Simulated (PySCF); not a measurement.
# C6H4BrF (4-bromo-1-fluorobenzene): the cost of one run

The runs use PySCF 2.14.0, with density-fitted response routines of our own; the level of theory stands in each step. All values are computed, except where a source is named. Atoms are numbered from 0 throughout.

## Step 1: The molecule as given

12 atoms, charge 0, multiplicity 1; geometry from: GFN2-xTB. The atoms were then displaced at random by about 0.01 Å, so the start is not that level's minimum.

Bonds of the start (Å): F0–C1 1.32, C1–C2 1.37, C2–C3 1.44, C3–C4 1.36, C4–Br5 1.90, C4–C6 1.38, C6–C7 1.38, C7–C1 1.40, C2–H8 1.06, C3–H9 1.06, C6–H10 1.07, C7–H11 1.08.

## Step 2: Relaxing the molecule at PBE0-D3(BJ)/def2-TZVP

Job settings and geometry (Å):

```
{"job": {"xc": "PBE0", "basis": "def2-TZVP", "d3": "d3bj", "grid": 2, "shake": 0.01, "kind": "geom"}, "charge": 0, "multiplicity": 1}
F     -2.728610    -0.181900    -0.042470
C     -1.411320    -0.084610    -0.027090
C     -0.687500    -1.253080    -0.017810
C      0.746300    -1.167810     0.009480
C      1.317630     0.068500     0.008300
Br     3.215650     0.186890     0.045360
C      0.585500     1.241550     0.003740
C     -0.789280     1.172300    -0.023130
H     -1.172660    -2.198700     0.004890
H      1.309580    -2.069360     0.035830
H      1.060940     2.199760     0.017330
H     -1.406550     2.058190    -0.023450
```

Run with:

```sh
> OMP_NUM_THREADS=2 python probes_run.py task.json out
```

The driver reads the jobs from task.json and runs them one after another.

Q: Estimate the wall time and peak memory of this first job on 2 threads of Intel Xeon at 2.70GHz, shared host.

About 5.8 min, with a peak of 1.7 GiB.
